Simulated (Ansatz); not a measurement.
# BiPt3 under changes of volume

One of the cells (18.344 Å³/atom); the others are scaled copies at fixed shape and fractional positions:

```
Bi Pt
1.0
     4.18649    0.00000    0.00000
     0.00000    4.18649    0.00000
     0.00000    0.00000    4.18649
Bi Pt
1 3
Direct
  0.00000 0.00000 0.00000
  0.50000 0.50000 0.00000
  0.50000 0.00000 0.50000
  0.00000 0.50000 0.50000
```

The cell comes from a database or a generator and needn't be the stable form of this composition.

| Quantity | Value |
| --- | --- |
| Program | Ansatz 0.2.0 |
| Functional | PBE |
| Potentials or basis | Ansatz PAW |
| Cutoff | 420 eV (not typed: the program's choice for these potentials) |
| k mesh | 7 × 7 × 7 |
| Occupations | fermi-dirac, width 0.05 eV |
| Spin | no spin polarisation |

```tsv
volume (Å³/atom)	energy over the lowest point (meV/atom)	pressure (GPa)
17.243	28.08	10.2
17.610	9.87	5.9
17.977	?	?
18.344	0.00	-1.2
18.711	6.28	-4.1
19.078	18.85	-6.7
19.445	36.92	-9.0
```

Question: What does the run at 17.977 Å³/atom give?

Answer: Energy over the lowest point 0.88 meV/atom; pressure 2.1 GPa.

Worked out: A Birch-Murnaghan fit of order 3 (a polynomial in V^(-2/3)) to the other rows has its minimum at 18.20 Å³/atom with B0 = V·E''(V) = 162 GPa and B' = 5.3. It gives 0.87 meV/atom at 17.977 Å³/atom, against the run's 0.88, and -dE/dV = 2.1 GPa, against 2.1.

Energies are extrapolated to zero smearing.
